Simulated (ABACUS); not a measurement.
The system is Ba2Tl5V3O12.

```xyz
22
Lattice="8.1542 0.0000 0.0000 -4.0771 7.0618 0.0000 0.0000 0.0000 7.3366" Properties=species:S:1:pos:R:3 pbc="T T T"
Tl    4.0771    0.0000    3.6683
Tl   -2.0386    3.5309    3.6683
Tl    2.0386    3.5309    3.6683
Tl    0.0000    4.7079    1.6499
Tl    4.0771    2.3539    5.6866
Ba    0.0000    0.0000    1.7279
Ba    0.0000    0.0000    5.6087
V     4.0771    0.0000    0.0000
V    -2.0386    3.5309    0.0000
V     2.0386    3.5309    0.0000
O     1.3636    2.4246    5.9752
O     1.2955    7.0304    5.9752
O    -2.6592    4.6685    5.9752
O     1.4179    2.3932    1.3614
O     5.4407    4.6372    1.3614
O     5.3726    0.0314    1.3614
O     2.7135    4.6372    1.3614
O     2.7816    0.0314    1.3614
O     6.7363    2.3932    1.3614
O     2.6592    4.6685    5.9752
O    -1.3636    2.4246    5.9752
O    -1.2955    7.0304    5.9752
```

The cell was built by a generator and needn't be a form met in nature.

The cell isn't the ideal one: cell strained by +0.06 along c.

```yaml
Program: ABACUS 3.10.1
Task: relaxation of the atoms
Functional: PBE
Potentials_or_basis: PseudoDojo NC SR 0.4.1 PBE standard
Cutoff: 1361 eV
Density_cutoff: 5442 eV
Basis: DZP LCAO (the cutoffs set its grid)
k_mesh: 3 × 3 × 3
Occupations: fermi-dirac, width 0.05 eV
Spin: collinear spin, ferromagnetic start
Starting_moments: "[0.0, 0.0, 0.0, 0.0, 0.0, 0.0, 0.0, 2.0, 2.0, 2.0, 0.0, 0.0, 0.0, 0.0, 0.0, 0.0, 0.0, 0.0, 0.0, 0.0, 0.0, 0.0] μB"
```

At the start: pressure -3.8 GPa; volume 19.20 Å³/atom.

**Question.** Where does the relaxation end?

**Answer.** Over 5 steps the energy falls by 23.5 meV/atom; space group P-3m1 (No. 164, to 0.05 Å); moment 1.44 μB per cell.

Step by step:
| step | energy change (eV) | largest force (eV/Å) | pressure (GPa) |
| --- | --- | --- | --- |
| 1 | 0.0000 | 1.1425 | -3.81 |
| 2 | -0.4363 | 0.3431 | -0.98 |
| 3 | -0.5129 | 0.0728 | -0.37 |
| 4 | -0.5164 | 0.0465 | -0.51 |
| 5 | -0.5168 | 0.0230 | -0.50 |

Final structure:
```
Tl Ba V O
1.0
     8.15421    0.00000    0.00000
    -4.07711    7.06176    0.00000
     0.00000    0.00000    7.33656
Tl Ba V O
5 2 3 12
Direct
  0.50000 0.00000 0.50000
  0.00000 0.50000 0.50000
  0.50000 0.50000 0.50000
  0.33333 0.66667 0.21963
  0.66667 0.33333 0.78037
  0.00000 0.00000 0.23073
  0.00000 0.00000 0.76927
  0.50000 0.00000 0.00000
  0.00000 0.50000 0.00000
  0.50000 0.50000 0.00000
  0.33966 0.34388 0.82463
  0.65612 0.99578 0.82463
  0.00422 0.66034 0.82463
  0.34388 0.33966 0.17537
  0.99578 0.65612 0.17537
  0.66034 0.00422 0.17537
  0.66034 0.65612 0.17537
  0.34388 0.00422 0.17537
  0.99578 0.33966 0.17537
  0.65612 0.66034 0.82463
  0.00422 0.34388 0.82463
  0.33966 0.99578 0.82463
```

Caveat: the atomic orbitals were generated for these runs and aren't a published set; this release of the barium file is off; the basis of atomic orbitals isn't converged, which shifts pressures, moduli and gaps.
